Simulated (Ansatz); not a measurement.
# Ir (bcc type): the cost of one run

Method: DFT LDA, with the methods named in each step, in Ansatz 0.2.0.

1 further run of the same task is left out (it didn't finish). Runs told in other sessions of the task aren't counted.

## 1. The system as given

The structure is cubic, space group Im-3m (No. 229). The conventional cell has a = 3.025 Å, b = 3.025 Å, c = 3.025 Å, α = 90.00°, β = 90.00°, γ = 90.00°. Ir (site symmetry m-3m) has 8 Ir at 2.62 Å in its first shell of neighbours.

Coordinates:

```
Ir
1.0
    -1.51267    1.51267    1.51267
     1.51267   -1.51267    1.51267
     1.51267    1.51267   -1.51267
Ir
1
Direct
  0.00000 0.00000 0.00000
```

Whether this phase is the stable one at these pressures isn't tested.

## 2. Cell relaxed at zero pressure, PAW

input.yaml

```yaml
crystal:
  lattice:
    - [-1.5126704496, 1.5126704496, 1.5126704496]
    - [1.5126704496, -1.5126704496, 1.5126704496]
    - [1.5126704496, 1.5126704496, -1.5126704496]
  atoms:
    - { symbol: Ir, position: [0.0, 0.0, 0.0] }
kpoints:
  mp_grid: { grid: [20, 20, 20] }
scf:
  occupations: { method: fermi_dirac, width: 0.08 }
hamiltonian:
  xc: lda
  pseudopotentials: { kind: paw }
output:
  forces: true
  stress: true
relax:
  f_tol: 0.005
  max_steps: 40
  cell: {}
```

Started as:

```sh
ansatz run input.yaml --threads 1 --pin off --max-ram 2048MiB --backend cpu --events-out ev --progress --plain --runs-dir out
```

What time and memory should one allow on 1 thread of Arm Neoverse V1, shared host?

About 12 s, with a peak of 0.31 GiB.
